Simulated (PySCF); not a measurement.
# C6H10FN: the cost of one run

Programs: PySCF 2.14.0, with routines of our own; each step states its level. All values are computed. Atoms count from 0.

### 1 The system as given

18 atoms, charge 0, multiplicity 1; geometry from: GFN2-xTB.

### 2 Excited states: TDA PBE0/def2-SVPD

Job settings and geometry (Å):

```
{"job": {"kind": "states", "xc": "PBE0", "basis": "def2-SVPD", "tda": true, "soc": true, "nstates": 5, "ntriplets": 4, "nquad": 4}, "charge": 0, "multiplicity": 1}
F      3.968552     0.626227    -0.079289
C      2.620738     0.791669     0.017935
C      1.813151    -0.230822    -0.258626
N      0.455066    -0.227003    -0.160432
C     -0.310075     0.990182     0.013024
C     -1.721524     0.631051    -0.460380
C     -1.768416    -0.887943    -0.300938
C     -0.354320    -1.297772    -0.697783
H      2.355635     1.782320     0.342017
H      2.250561    -1.174007    -0.554583
H      0.121186     1.813497    -0.567734
H     -0.304209     1.280241     1.071178
H     -1.843323     0.894788    -1.511684
H     -2.492120     1.138894     0.115449
H     -2.529145    -1.354337    -0.922580
H     -1.951834    -1.150550     0.740987
H     -0.265509    -1.363124    -1.793196
H     -0.053173    -2.256992    -0.269783
```

Method: TDA PBE0/def2-SVPD excited states, vertical, gas phase, spin-orbit mean-field couplings.

Command:

```bash
$ OMP_NUM_THREADS=1 python excited_run.py task.json out
```

The driver reads the jobs from task.json and runs them one after another.

Q: Estimate the wall time and peak memory of this first job on 1 thread of Intel Xeon Platinum 8375C at 2.90GHz, shared host.

About 61 s, with a peak of 0.96 GiB.
